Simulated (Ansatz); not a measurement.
# CH8AlBSi: two geometries relaxed

Are the two ends of the shift of H5 from C1 to B2 separate minima, and which lies lower? Each is relaxed from a guess. SMILES of the start: CB[SiH2][AlH2].

Program: Ansatz 0.2.0. Level of theory: RKS PBE-D4/def2-SVP. These are calculated values, not measurements.

### Step 1. The starting structure

Bond lengths: C1–B2 1.526 Å, B2–Si3 1.923 Å, Si3–Al4 2.316 Å, C1–H5 1.140 Å, C1–H6 1.130 Å, C1–H7 1.129 Å, B2–H8 1.156 Å, Si3–H9 1.440 Å, Si3–H10 1.520 Å, Al4–H11 1.575 Å, Al4–H12 1.631 Å. Angles (14 of 18 angles, heavy atoms first): C1–B2–Si3 118.8°, B2–Si3–Al4 111.5°, C1–B2–H8 121.7°, Si3–B2–H8 119.5°, B2–C1–H5 111.4°, B2–C1–H6 113.1°, B2–C1–H7 113.0°, B2–Si3–H9 109.9°, B2–Si3–H10 108.4°, Al4–Si3–H9 111.3°, Al4–Si3–H10 107.8°, Si3–Al4–H11 123.7°, Si3–Al4–H12 117.7°, H5–C1–H6 103.8°.

Structure file:

```xyz
12

C    -0.9139    1.8690    0.1891
B    -0.3338    0.6018    0.8102
Si    1.0486   -0.3436   -0.1352
Al    0.4105   -2.5155   -0.6266
H    -1.7523    2.2998    0.8300
H    -1.4050    1.6873   -0.8123
H    -0.1466    2.6858    0.0542
H    -0.6903    0.2101    1.8374
H     1.4084    0.3773   -1.3283
H     2.2792   -0.4098    0.7553
H     1.1130   -3.7902   -0.0250
H    -0.9408   -2.7270   -1.5148
```

### Step 2. End point A

File input.yaml:

```yaml
crystal:
  periodic: [false, false, false]
  atoms:
    - { symbol: C, position_ang: [-0.9139, 1.869, 0.1891] }
    - { symbol: B, position_ang: [-0.3338, 0.6018, 0.8102] }
    - { symbol: Si, position_ang: [1.0486, -0.3436, -0.1352] }
    - { symbol: Al, position_ang: [0.4105, -2.5155, -0.6266] }
    - { symbol: H, position_ang: [-1.7523, 2.2998, 0.83] }
    - { symbol: H, position_ang: [-1.405, 1.6873, -0.8123] }
    - { symbol: H, position_ang: [-0.1466, 2.6858, 0.0542] }
    - { symbol: H, position_ang: [-0.6903, 0.2101, 1.8374] }
    - { symbol: H, position_ang: [1.4084, 0.3773, -1.3283] }
    - { symbol: H, position_ang: [2.2792, -0.4098, 0.7553] }
    - { symbol: H, position_ang: [1.113, -3.7902, -0.025] }
    - { symbol: H, position_ang: [-0.9408, -2.727, -1.5148] }
basis:
  gaussian: { orbitals: def2-SVP }
hamiltonian:
  xc: pbe
  dispersion: d4
relax:
  f_tol: 0.02
  max_steps: 50
```

Started as:

```sh
$ ansatz run input.yaml --threads 2 --pin off --max-ram 3072MiB --backend cpu --events-out ev --progress --plain --runs-dir out
```

Output, cut to the lines that bear on the results:

```text
Warning: RAYON_NUM_THREADS=2 ignored (pool sized by the plan → 2); use --threads N
[...]
Functional definition: PBE
[...]
1165 factors; their error is unknown
[...]
mean field -16299.71865103 eV, -599.0036120792 hartree, gradient 3.6e-5 eV, S^2 0.000000; 0 other end points of the search recorded, 0 dependent functions left out
[...]
reference -16299.71869691 eV, -599.0036137652 hartree; 23, 23 occupied and 81, 81 virtual orbitals, 1165 factors
relax step   1: F+E_penalty+E_count = -16299.95204992 eV  Δ(F+E_penalty+E_count) = +0.000e0 eV  max|allowed force component| = 1.786e0 eV/Å  Δτ_max = 0.0000 Å  (27 SCF iters, accepted)
[...]
relax step   4: F+E_penalty+E_count = -16300.36923641 eV  Δ(F+E_penalty+E_count) = -6.521e-3 eV  max|allowed force component| = 1.605e-1 eV/Å  Δτ_max = 0.0866 Å  (26 SCF iters, accepted)
[...]
relax step   7: F+E_penalty+E_count = -16300.40011906 eV  Δ(F+E_penalty+E_count) = -7.754e-3 eV  max|allowed force component| = 2.561e-1 eV/Å  Δτ_max = 0.1223 Å  (25 SCF iters, accepted)
[...]
relax step  10: F+E_penalty+E_count = -16300.40075065 eV  Δ(F+E_penalty+E_count) = +1.380e-2 eV  max|allowed force component| = 3.263e-1 eV/Å  Δτ_max = 0.1902 Å  (26 SCF iters, rejected (line search))
[...]
relax step  11: F+E_penalty+E_count = -16300.42279540 eV  Δ(F+E_penalty+E_count) = -8.243e-3 eV  max|allowed force component| = 2.578e-1 eV/Å  Δτ_max = 0.0939 Å  (27 SCF iters, accepted)
[...]
relax step  12: F+E_penalty+E_count = -16300.42601114 eV  Δ(F+E_penalty+E_count) = -3.216e-3 eV  max|allowed force component| = 9.416e-2 eV/Å  Δτ_max = 0.1000 Å  (26 SCF iters, accepted)
[...]
1165 factors; their error is unknown
[...]
mean field -16300.19777397 eV, -599.0212195224 hartree, gradient 1.7e-5 eV, S^2 0.000000; 0 other end points of the search recorded, 0 dependent functions left out
[...]
reference -16300.19781999 eV, -599.0212212135 hartree; 23, 23 occupied and 81, 81 virtual orbitals, 1165 factors
```

### Step 3. More of the same log: end point A relaxed

The log, continued, cut to the lines that bear on the results:

```text
relax step  13: F+E_penalty+E_count = -16300.42708959 eV  Δ(F+E_penalty+E_count) = -1.078e-3 eV  max|allowed force component| = 7.560e-2 eV/Å  Δτ_max = 0.0235 Å  (27 SCF iters, accepted)
[...]
relax step  15: F+E_penalty+E_count = -16300.42835318 eV  Δ(F+E_penalty+E_count) = -2.914e-4 eV  max|allowed force component| = 2.437e-2 eV/Å  Δτ_max = 0.0199 Å  (27 SCF iters, accepted)
[...]
relax step  17: F+E_penalty+E_count = -16300.42898163 eV  Δ(F+E_penalty+E_count) = -2.657e-4 eV  max|allowed force component| = 2.853e-2 eV/Å  Δτ_max = 0.0516 Å  (27 SCF iters, accepted)
[...]
relax step  19: F+E_penalty+E_count = -16300.42925462 eV  Δ(F+E_penalty+E_count) = -2.730e-4 eV  max|allowed force component| = 1.940e-2 eV/Å  Δτ_max = 0.0430 Å  (26 SCF iters, accepted)
[...]
Atom 2 at     1.408892    -0.245733    -0.098290 Å, force     0.002909    -0.001506    -0.000659 eV/Å
Atom 3 at     0.145437    -2.315896    -0.584165 Å, force    -0.010703    -0.017563    -0.002552 eV/Å
Atom 4 at    -2.125995     1.443372     0.484966 Å, force     0.003596     0.003056    -0.000985 eV/Å
Atom 5 at    -1.079463     1.612896    -0.988333 Å, force     0.002863    -0.000700    -0.000030 eV/Å
Atom 6 at    -0.881141     2.685922     0.433464 Å, force     0.004059    -0.001610     0.003860 eV/Å
Atom 7 at    -0.118721     0.607380     2.063497 Å, force     0.001703    -0.000736    -0.008798 eV/Å
Atom 8 at     1.792052     0.321939    -1.446769 Å, force    -0.000054    -0.001490     0.000547 eV/Å
Atom 9 at     2.649208    -0.592751     0.685438 Å, force    -0.001673     0.002230    -0.000362 eV/Å
Atom 10 at     0.394115    -3.675372     0.233017 Å, force     0.000555     0.017781    -0.005041 eV/Å
Atom 11 at    -0.988640    -2.289529    -1.720974 Å, force     0.009253     0.000884     0.006394 eV/Å
Dipole moment:    -0.105004     0.129550    -0.036347 e Å
```

Run time: 36 s. Hardware: 2 threads of Intel Xeon Platinum 8488C (Sapphire Rapids), shared host; peak memory 0.16 GiB.

Relaxation path:

```tsv
step	energy from step 1 (eV)	largest force component (eV/Å)
1	0.0000	1.7857
2	-0.3664	0.5951
3	-0.4107	0.1551
4	-0.4172	0.1605
5	-0.4251	0.1328
6	-0.4403	0.1991
7	-0.4481	0.2561
8	-0.4577	0.2983
9	-0.4625	0.3604
10x	-0.4487	0.3263
11	-0.4707	0.2578
12	-0.4740	0.0942
13	-0.4750	0.0756
14	-0.4760	0.0368
15	-0.4763	0.0244
16	-0.4767	0.0248
17	-0.4769	0.0285
18x	-0.4765	0.0552
19	-0.4772	0.0194
20	-0.4774	0.0293
21	-0.4774	0.0275
22	-0.4776	0.0178
```

Step 1 is the start. 2 steps were tried and not accepted (marked x).

After: Bond lengths: C1–B2 1.565 Å, B2–Si3 1.993 Å, Si3–Al4 2.473 Å, C1–H5 1.112 Å, C1–H6 1.107 Å, C1–H7 1.118 Å, B2–H8 1.223 Å, Si3–H9 1.512 Å, Si3–H10 1.508 Å, Al4–H11 1.606 Å, Al4–H12 1.606 Å. Angles (14 of 18 angles, heavy atoms first): C1–B2–Si3 123.3°, B2–Si3–Al4 98.5°, C1–B2–H8 118.8°, Si3–B2–H8 117.7°, B2–C1–H5 112.5°, B2–C1–H6 116.7°, B2–C1–H7 105.3°, B2–Si3–H9 114.8°, B2–Si3–H10 117.4°, Al4–Si3–H9 105.6°, Al4–Si3–H10 109.3°, Si3–Al4–H11 122.0°, Si3–Al4–H12 119.1°, H5–C1–H6 109.7°.

### Step 4. End point B

The second end starts from a geometry with the move made by hand.

Changes to input.yaml since step 2:

```diff
@@ -7,3 +7,3 @@
     - { symbol: Al, position_ang: [0.4105, -2.5155, -0.6266] }
-    - { symbol: H, position_ang: [-1.7523, 2.2998, 0.83] }
+    - { symbol: H, position_ang: [-1.4237, 0.9307, 1.0801] }
     - { symbol: H, position_ang: [-1.405, 1.6873, -0.8123] }
```

Started as:

```sh
$ ansatz run input.yaml --threads 2 --pin off --max-ram 3072MiB --backend cpu --events-out ev --progress --plain --runs-dir out
```

Output, cut to the lines that bear on the results:

```text
Warning: RAYON_NUM_THREADS=2 ignored (pool sized by the plan → 2); use --threads N
[...]
[... 1 set-up line as earlier in the session ...]
[...]
1165 factors; their error is unknown
[...]
mean field -16295.29115172 eV, -598.8409044807 hartree, gradient 1.1e-5 eV, S^2 0.000000; 1 other end points of the search recorded, 0 dependent functions left out
[...]
reference -16295.29119690 eV, -598.8409061410 hartree; 23, 23 occupied and 81, 81 virtual orbitals, 1165 factors
relax step   1: F+E_penalty+E_count = -16295.53121027 eV  Δ(F+E_penalty+E_count) = +0.000e0 eV  max|allowed force component| = 4.568e0 eV/Å  Δτ_max = 0.0000 Å  (49 SCF iters, accepted)
[...]
relax step   4: F+E_penalty+E_count = -16299.27383652 eV  Δ(F+E_penalty+E_count) = -8.468e-1 eV  max|allowed force component| = 2.381e0 eV/Å  Δτ_max = 0.1976 Å  (27 SCF iters, accepted)
[...]
relax step   7: F+E_penalty+E_count = -16300.36968887 eV  Δ(F+E_penalty+E_count) = -2.029e-1 eV  max|allowed force component| = 5.194e-1 eV/Å  Δτ_max = 0.1940 Å  (27 SCF iters, accepted)
[...]
relax step  10: F+E_penalty+E_count = -16300.41909559 eV  Δ(F+E_penalty+E_count) = -3.540e-3 eV  max|allowed force component| = 1.028e-1 eV/Å  Δτ_max = 0.0889 Å  (26 SCF iters, accepted)
[...]
relax step  12: F+E_penalty+E_count = -16300.42414328 eV  Δ(F+E_penalty+E_count) = -1.925e-3 eV  max|allowed force component| = 2.654e-2 eV/Å  Δτ_max = 0.0431 Å  (27 SCF iters, accepted)
[...]
relax step  13: F+E_penalty+E_count = -16300.42625640 eV  Δ(F+E_penalty+E_count) = -2.113e-3 eV  max|allowed force component| = 5.501e-2 eV/Å  Δτ_max = 0.0725 Å  (27 SCF iters, accepted)
```

### Step 5. More of the same log: end point B relaxed

The log, continued:

```text
these checks for a lower state are left out or cut short: starts, cluster_reference, orbital_swaps, neighbouring_geometries, increment
1165 factors; their error is unknown
mean field -16300.19905121 eV, -599.0212664604 hartree, gradient 1.7e-5 eV, S^2 0.000000; 0 other end points of the search recorded, 0 dependent functions left out
the calculation of the forces begins
reference -16300.19909798 eV, -599.0212681789 hartree; 23, 23 occupied and 81, 81 virtual orbitals, 1165 factors
relax step  14: F+E_penalty+E_count = -16300.42793142 eV  Δ(F+E_penalty+E_count) = -1.675e-3 eV  max|allowed force component| = 5.275e-2 eV/Å  Δτ_max = 0.0891 Å  (27 SCF iters, accepted)
these checks for a lower state are left out or cut short: starts, cluster_reference, orbital_swaps, neighbouring_geometries, increment
1165 factors; their error is unknown
mean field -16300.19900592 eV, -599.0212647959 hartree, gradient 1.7e-5 eV, S^2 0.000000; 0 other end points of the search recorded, 0 dependent functions left out
the calculation of the forces begins
reference -16300.19905253 eV, -599.0212665086 hartree; 23, 23 occupied and 81, 81 virtual orbitals, 1165 factors
relax step  15: F+E_penalty+E_count = -16300.42892303 eV  Δ(F+E_penalty+E_count) = -9.916e-4 eV  max|allowed force component| = 5.710e-2 eV/Å  Δτ_max = 0.0654 Å  (27 SCF iters, accepted)
these checks for a lower state are left out or cut short: starts, cluster_reference, orbital_swaps, neighbouring_geometries, increment
1165 factors; their error is unknown
mean field evaluation 128: about -16300.2634 eV, gradient 2.9e-3 eV
mean field -16300.19879108 eV, -599.0212569007 hartree, gradient 1.7e-5 eV, S^2 0.000000; 0 other end points of the search recorded, 0 dependent functions left out
the calculation of the forces begins
reference -16300.19883762 eV, -599.0212586108 hartree; 23, 23 occupied and 81, 81 virtual orbitals, 1165 factors
relax step  16: F+E_penalty+E_count = -16300.42926563 eV  Δ(F+E_penalty+E_count) = -3.426e-4 eV  max|allowed force component| = 4.278e-2 eV/Å  Δτ_max = 0.0316 Å  (27 SCF iters, accepted)
these checks for a lower state are left out or cut short: starts, cluster_reference, orbital_swaps, neighbouring_geometries, increment
1165 factors; their error is unknown
mean field -16300.19886243 eV, -599.0212595227 hartree, gradient 1.7e-5 eV, S^2 0.000000; 0 other end points of the search recorded, 0 dependent functions left out
the calculation of the forces begins
reference -16300.19890894 eV, -599.0212612318 hartree; 23, 23 occupied and 81, 81 virtual orbitals, 1165 factors
relax step  17: F+E_penalty+E_count = -16300.42943879 eV  Δ(F+E_penalty+E_count) = -1.732e-4 eV  max|allowed force component| = 4.057e-2 eV/Å  Δτ_max = 0.0151 Å  (28 SCF iters, accepted)
these checks for a lower state are left out or cut short: starts, cluster_reference, orbital_swaps, neighbouring_geometries, increment
1165 factors; their error is unknown
mean field -16300.19886295 eV, -599.0212595418 hartree, gradient 1.7e-5 eV, S^2 0.000000; 0 other end points of the search recorded, 0 dependent functions left out
the calculation of the forces begins
reference -16300.19890945 eV, -599.0212612505 hartree; 23, 23 occupied and 81, 81 virtual orbitals, 1165 factors
relax step  18: F+E_penalty+E_count = -16300.42944986 eV  Δ(F+E_penalty+E_count) = -1.107e-5 eV  max|allowed force component| = 4.920e-2 eV/Å  Δτ_max = 0.0112 Å  (28 SCF iters, accepted)
these checks for a lower state are left out or cut short: starts, cluster_reference, orbital_swaps, neighbouring_geometries, increment
1165 factors; their error is unknown
mean field -16300.19889174 eV, -599.0212606000 hartree, gradient 1.7e-5 eV, S^2 0.000000; 0 other end points of the search recorded, 0 dependent functions left out
the calculation of the forces begins
reference -16300.19893821 eV, -599.0212623075 hartree; 23, 23 occupied and 81, 81 virtual orbitals, 1165 factors
relax step  19: F+E_penalty+E_count = -16300.42968604 eV  Δ(F+E_penalty+E_count) = -2.362e-4 eV  max|allowed force component| = 3.133e-2 eV/Å  Δτ_max = 0.0122 Å  (29 SCF iters, accepted)
these checks for a lower state are left out or cut short: starts, cluster_reference, orbital_swaps, neighbouring_geometries, increment
1165 factors; their error is unknown
mean field evaluation 160: about -16300.1989 eV, gradient 1.7e-5 eV
mean field -16300.19894134 eV, -599.0212624227 hartree, gradient 1.7e-5 eV, S^2 0.000000; 0 other end points of the search recorded, 0 dependent functions left out
the calculation of the forces begins
reference -16300.19898777 eV, -599.0212641287 hartree; 23, 23 occupied and 81, 81 virtual orbitals, 1165 factors
relax step  20: F+E_penalty+E_count = -16300.42980897 eV  Δ(F+E_penalty+E_count) = -1.229e-4 eV  max|allowed force component| = 1.258e-2 eV/Å  Δτ_max = 0.0187 Å  (28 SCF iters, accepted)
1165 factors; their error is unknown
mean field -16300.19894134 eV, -599.0212624227 hartree, gradient 1.7e-5 eV, S^2 0.000000; 1 other end points of the search recorded, 0 dependent functions left out
the calculation of the forces begins
reference -16300.19898777 eV, -599.0212641287 hartree; 23, 23 occupied and 81, 81 virtual orbitals, 1165 factors
Total energy: -16300.42985540 eV, -599.0297483577 hartree
Atom 0 at    -1.126593     1.489146     0.228055 Å, force     0.004015     0.002370    -0.001648 eV/Å
Atom 1 at    -0.003793     0.621940     0.887122 Å, force    -0.000455     0.003018     0.007302 eV/Å
Atom 2 at     1.418546    -0.308066    -0.155403 Å, force     0.006368    -0.000958     0.005570 eV/Å
Atom 3 at     0.246707    -2.434927    -0.617126 Å, force    -0.006756    -0.008550     0.001288 eV/Å
Atom 4 at    -2.132371     1.307819     0.663943 Å, force    -0.002256     0.002070     0.001730 eV/Å
Atom 5 at    -1.184512     1.471630    -0.877634 Å, force    -0.000038    -0.001773    -0.000282 eV/Å
Atom 6 at    -0.878979     2.538753     0.525767 Å, force    -0.005457     0.001386     0.001877 eV/Å
Atom 7 at    -0.029974     0.440614     2.096370 Å, force    -0.001099    -0.002433    -0.012584 eV/Å
Atom 8 at     1.718578     0.300322    -1.506874 Å, force    -0.001043     0.004006    -0.000620 eV/Å
Atom 9 at     2.705966    -0.606648     0.570392 Å, force     0.004865    -0.000758    -0.002506 eV/Å
Atom 10 at     0.571050    -3.770595     0.210010 Å, force     0.000205     0.000649     0.000599 eV/Å
Atom 11 at    -0.899026    -2.474089    -1.740522 Å, force     0.001650     0.000973    -0.000727 eV/Å
Dipole moment:    -0.112051     0.131695    -0.030020 e Å
```

It took 30 s on 2 threads of Intel Xeon Platinum 8488C (Sapphire Rapids), shared host; peak memory 0.17 GiB.

Relaxation path:

```tsv
step	energy from step 1 (eV)	largest force component (eV/Å)
1	0.0000	4.5682
2	-1.6590	3.6542
3	-2.8958	2.6904
4	-3.7426	2.3806
5	-4.2197	1.8247
6	-4.6356	1.2522
7	-4.8385	0.5194
8	-4.8545	0.5148
9	-4.8843	0.1490
10	-4.8879	0.1028
11	-4.8910	0.0453
12	-4.8929	0.0265
13	-4.8950	0.0550
14	-4.8967	0.0528
15	-4.8977	0.0571
16	-4.8981	0.0428
17	-4.8982	0.0406
18	-4.8982	0.0492
19	-4.8985	0.0313
20	-4.8986	0.0126
```

Step 1 is the start.

After: Bond lengths: C1–B2 1.564 Å, B2–Si3 1.994 Å, Si3–Al4 2.472 Å, C1–H5 1.111 Å, C1–H6 1.107 Å, C1–H7 1.119 Å, B2–H8 1.223 Å, Si3–H9 1.512 Å, Si3–H10 1.508 Å, Al4–H11 1.604 Å, Al4–H12 1.605 Å. Angles (14 of 18 angles, heavy atoms first): C1–B2–Si3 123.4°, B2–Si3–Al4 99.3°, C1–B2–H8 118.9°, Si3–B2–H8 117.6°, B2–C1–H5 113.2°, B2–C1–H6 116.7°, B2–C1–H7 104.4°, B2–Si3–H9 114.9°, B2–Si3–H10 116.7°, Al4–Si3–H9 105.9°, Al4–Si3–H10 108.9°, Si3–Al4–H11 121.6°, Si3–Al4–H12 119.3°, H5–C1–H6 110.0°.

Pairs that crossed the distance rule for bonds on the way: came closer C1–H5; moved apart B2–H5.

### Step 6. Summary of results

| quantity | value |
| --- | --- |
| end A | 19 moves, 0.478 eV lower |
| end B | 19 moves, 4.899 eV lower |
| largest difference between the ends | 0.10 Å |
| end B relative to end A | -0.000 eV |

What this shows: Both starts fell into the same minimum (no atom differs by more than 0.10 Å), so from this start no second minimum was found and no band was run; another arrangement could still be one.
